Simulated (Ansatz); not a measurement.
# SiGeHO (quartet): the correlation ladder at a displaced geometry (v2), cc-pVDZ

How much of the correlation energy of SiGeHO (quartet) does each wave-function method recover here?

Method: cc-pVDZ, core rule «outside noble gas», up to 20 orbitals frozen; program: Ansatz 0.2.0, Gaussian basis.

The runs, in order: UHF; CCSD(T) on ROHF; CCSD(T) on UHF; BCCD(T) on ROHF; CISD; CCSDT(Q) on ROHF; CCSDT(Q) on UHF.

22 further runs of the same task are left out: 9 that didn't finish, 13 set aside as unsound or not needed.

### Step 1. What is computed

The geometry is a PBE0/def2-TZVP stationary point (not a proven minimum) with its atoms shifted at random (size 0.100 Å). No spin-orbit coupling is included. The filled d shell of Ge may be among the frozen orbitals whatever the setting's name suggests; the logs give the count.

4 atoms, charge 0, spin multiplicity 4.

Atoms are counted from 1 here; the program's logs count them from 0.

Bond lengths: Ge1–Si2 2.395 Å, Si2–O3 1.680 Å, O3–H4 0.940 Å. Angles: Ge1–Si2–O3 110.2°, Si2–O3–H4 122.0°.

### Step 2. UHF

Contents of in.yaml:

```yaml
crystal:
  periodic: [false, false, false]
  atoms:
    - {symbol: Ge, position_ang: [0.051369, -0.085025, 1.029889]}
    - {symbol: Si, position_ang: [-0.113506, 0.633845, -1.248813]}
    - {symbol: O, position_ang: [-0.036885, -0.689382, -2.281335]}
    - {symbol: H, position_ang: [0.046223, -0.591230, -3.212123]}
basis:
  gaussian: {orbitals: cc-pVDZ}
magnetization: {spin_polarized: true, initial_magnetization: 3}
hamiltonian: {xc: hf}
output: {orbitals: {seedname: orbitals}}
```

Launch:

```bash
$ ansatz run in.yaml --threads 1 --pin off --events-out ev --progress --plain --max-ram 2393MiB
```

Further steps of the session: CCSD(T) on ROHF; CCSD(T) on UHF; BCCD(T) on ROHF; CISD; CCSDT(Q) on ROHF; CCSDT(Q) on UHF.

Q: Predict the results of all the runs planned. Wanted: UCCSDT(Q) below the RHF energy; RMP2 from UCCSDT(Q); UMP2 from UCCSDT(Q); RCCSD from UCCSDT(Q); RCCSD(T) from UCCSDT(Q); UCCSD(T) from UCCSDT(Q); RCCSDT(Q) from UCCSDT(Q); T1 diagnostic.

The runs gave:

| quantity | value |
| --- | --- |
| UCCSDT(Q) below the RHF energy | -9.8982 eV |
| RMP2 from UCCSDT(Q) | +110.6 kJ/mol |
| UMP2 from UCCSDT(Q) | +115.2 kJ/mol |
| RCCSD from UCCSDT(Q) | +38.6 kJ/mol |
| RCCSD(T) from UCCSDT(Q) | +8.2 kJ/mol |
| UCCSD(T) from UCCSDT(Q) | +7.4 kJ/mol |
| RCCSDT(Q) from UCCSDT(Q) | +1.3 kJ/mol |
| levels within 1 kcal/mol (43 meV) | UCCSDT, RCCSDT(Q) |
| T1 diagnostic | 0.023 |

What this shows: RCCSD(T) misses by +8.2 kJ/mol, 0.9 % of the correlation energy. These misses are within one basis, not against nature; the frozen cores of restricted and unrestricted runs differ, which can shift their rows.
